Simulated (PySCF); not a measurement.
# C6H12O4Si: the cost of one run

Computed with PySCF 2.14.0 and routines of our own; the level stands in each step. Atoms count from 0.

### Step 1. The system as given

23 atoms, charge 0, multiplicity 1; geometry from: GFN2-xTB.

### Step 2. Magnetic properties: GIAO BHandHLYP/pcSseg-1

The job: settings as JSON, then the geometry in Å.

```
{"job": {"kind": "mag", "xc": "BHandHLYP", "basis": "pcSseg-1", "isotopologues": 0}, "charge": 0, "multiplicity": 1}
C     -1.938975    -0.451378     1.266208
C     -2.381074     0.285764     0.004550
C     -2.592378    -0.687938    -1.151659
C     -1.356559     1.359393    -0.384570
O     -0.084573     0.773217    -0.672637
C      0.880141     0.913354     0.214973
O      0.824797     1.531324     1.245278
C      2.146765     0.169891    -0.255578
O      2.344063    -0.148433    -1.396406
O      2.969567    -0.062761     0.733981
Si     4.455656    -0.806043     0.555978
H     -1.027720    -1.016100     1.078431
H     -2.710741    -1.147512     1.585055
H     -1.747877     0.249548     2.075308
H     -3.319842     0.811035     0.211545
H     -3.300465    -1.462647    -0.868759
H     -2.978270    -0.168150    -2.025190
H     -1.649521    -1.157709    -1.420256
H     -1.234743     2.086551     0.424507
H     -1.666650     1.867285    -1.301295
H      5.275983     0.016767    -0.324275
H      4.239159    -2.139190     0.005311
H      4.848502    -0.789280     1.955456
```

Method: GIAO BHandHLYP/pcSseg-1 magnetisability, rotational g tensor and spin-rotation constants, non-relativistic, gas phase.

Command:

```sh
OMP_NUM_THREADS=1 python excited_run.py task.json out
```

This one command runs all jobs of the session in turn.

**Question.** How long does this first job take on 1 thread of Intel Xeon at 2.50GHz, shared host, and how much memory does it need?

About 3.9 min, with a peak of 1.2 GiB.
